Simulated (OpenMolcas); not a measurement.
**Mo⁵⁺ with 6 ligands (hydroxide): CASSCF and CASPT2 levels and susceptibility**

Which state of Mo⁵⁺ lies lowest among these ligands, how large is the field, and what χT follows?

Program: OpenMolcas 26.06. Level of theory: state-averaged CASSCF and CASPT2, spin-orbit coupling by RASSI with atomic mean-field integrals. These are calculated values, not measurements, unless marked.

### Step 1. The atom as given

* Species: Mo⁵⁺ (molybdenum, Z = 42, 37 electrons)
* Basis: ANO-RCC-VTZP [7s6p4d2f1g], 182 functions with the ligands
* Scalar Hamiltonian: DKH2, point nucleus
* Inactive shells: 1s 2s 2p 3s 3p 3d 4s 4p of the metal, and all ligand shells
* Active space: 1 electron in 5 orbitals (4d)
* Some configurations of this space: 4d
* Orbitals: optimised for each spin and parity, averaged over all roots

Outer shells as boxes (Hund's rule):

4d
```
4d [↑ ][  ][  ][  ][  ]
```

Mo⁵⁺ is taken with 6 ligands (hydroxide) in tetragonal octahedron coordination (Ci) at 2.01 Å, the axial distance 2.291 Å. A charge of +0.167 e stands 2.8 Å behind each ligand. Ligand basis ANO-RCC-VDZP. The distances are assumed, not relaxed.

```xyz
13

Mo    0.0000    0.0000    0.0000
O     2.0100    0.0000    0.0000
H     2.4199    0.8791    0.0000
O     0.0000    2.0100    0.0000
H     0.0000    2.4199    0.8791
O    -2.0100    0.0000    0.0000
H    -2.4199   -0.8791    0.0000
O     0.0000   -2.0100    0.0000
H     0.0000   -2.4199   -0.8791
O     0.0000    0.0000    2.2914
H     0.8791    0.0000    2.7013
O     0.0000    0.0000   -2.2914
H    -0.8791    0.0000   -2.7013
```

Each step is its own input file, run in one work folder so that later steps find the files of earlier ones. Labels, J, g values, rates, χT and fits are worked out afterwards by a script from the matrices that RASSI stores. The input lists half of the charges; inversion (Group=XYZ) makes the rest.

### Step 2. Basis and integrals

File a.inp:

```
&GATEWAY
Coord
13

Mo 0.0 0.0 0.0
O 2.010000 0.000000 0.000000
H 2.419940 0.879119 0.000000
O 0.000000 2.010000 0.000000
H 0.000000 2.419940 0.879119
O -2.010000 0.000000 0.000000
H -2.419940 -0.879119 0.000000
O 0.000000 -2.010000 0.000000
H 0.000000 -2.419940 -0.879119
O 0.000000 0.000000 2.291400
H 0.879119 0.000000 2.701340
O 0.000000 0.000000 -2.291400
H -0.879119 0.000000 -2.701340
Basis=Mo.ANO-RCC-VTZP,H.ANO-RCC-VDZP,O.ANO-RCC-VDZP
Group=XYZ
NoMove
AngMom=0.0 0.0 0.0
AMFI
RICD
XField
3 Angstrom 0
5.410000 0.000000 0.000000 0.166667
0.000000 5.410000 0.000000 0.166667
0.000000 0.000000 5.691400 0.166667
&SEWARD
```

The run is started by

```bash
$ OMP_NUM_THREADS=1 MOLCAS_MEM=2457 MOLCAS_PROJECT=a pymolcas a.inp > a.log
```

### Step 3. CASSCF: doublets of even parity, 5 roots

File a.inp:

```
&RASSCF
FileOrb=start.orb
Symmetry=1
Spin=2
nActEl=1 0 0
Inactive=24 24
Ras2=5 0
CIRoot=5 5 1
SDav=5
CIMx=300
Iter=150 100
PrWF=0.3
OrbListing=Nothing
MaxOrb=0
LevShft=1.0
>>> COPY $Project.JobIph JOB001
```

start.orb holds start orbitals that the driver prepared beforehand, or those of the step before.

### Step 4. RASSI: spin-orbit coupling between the states

File a.inp:

```
&RASSI
NrOfJobIphs=1 5
1 2 3 4 5
IphNames
JOB001
EJob
SpinOrbit
DIPRint=1.0
SOCoupling=1000.0
Subsets=2
Property=9
'ANGMOM' 1 'ANGMOM' 2 'ANGMOM' 3 'MLTPL  1' 1 'MLTPL  1' 2 'MLTPL  1' 3
'AMFI' 1 'AMFI' 2 'AMFI' 3
SOProperty=3
'ANGMOM' 1 'ANGMOM' 2 'ANGMOM' 3
```

### Step 5. CASPT2: IPEA 0.25, imaginary shift 0.1 (closed shells correlated: 4s 4p of the metal, with ligand shells; the Frozen line counts the rest)

File a.inp:

```
>>> COPY JOB001 $Project.JobIph
&CASPT2
Multistate=5 1 2 3 4 5
NoMult
Frozen=11 9
IPEA=0.25
Imaginary=0.1
MaxIter=60
WThr=0.0 0.3 0.05
PrWF=0.5
NoMix
```

(Steps that only read results are left out.)

Q: Predict the outcome of this session. Wanted: spin-free ground state; first state of the same spin within the active space; lowest level; next level.

The runs gave:

| quantity | value |
| --- | --- |
| method | SS-CASPT2, IPEA 0.25, imaginary shift 0.1 (closed shells correlated: 4s 4p of the metal, with ligand shells; the Frozen line counts the rest) |
| spin-free ground state | doublet, 1-fold in its orbital part |
| first state of the same spin within the active space | doublet at 4720 cm⁻¹ |
| lowest level | 2-fold, g = 1.68, 1.76, 1.82 |
| next level | 4628.8 cm⁻¹ |
| χT at 300 K | 0.31 cm³ K/mol |
| effective moment at 300 K | 1.57 μB |

Cost by method:

```
                                              method  time of its own steps  time with the reference
                                           A. CASSCF                   29 s                     29 s
B. SS-CASPT2, IPEA 0.25, imaginary shift 0.1, +4s 4p                   34 s                     63 s
```

Times are of one thread on a shared host.

The spin-free ground state (doublet) is 1-fold and keeps the highest spin of the shell. χT at 300 K is 0.31, against 0.38 cm³ K/mol for the spin alone, so orbital moment lowers it. The bonds are covalent and no ligand orbital is active, so the numbers are rough.
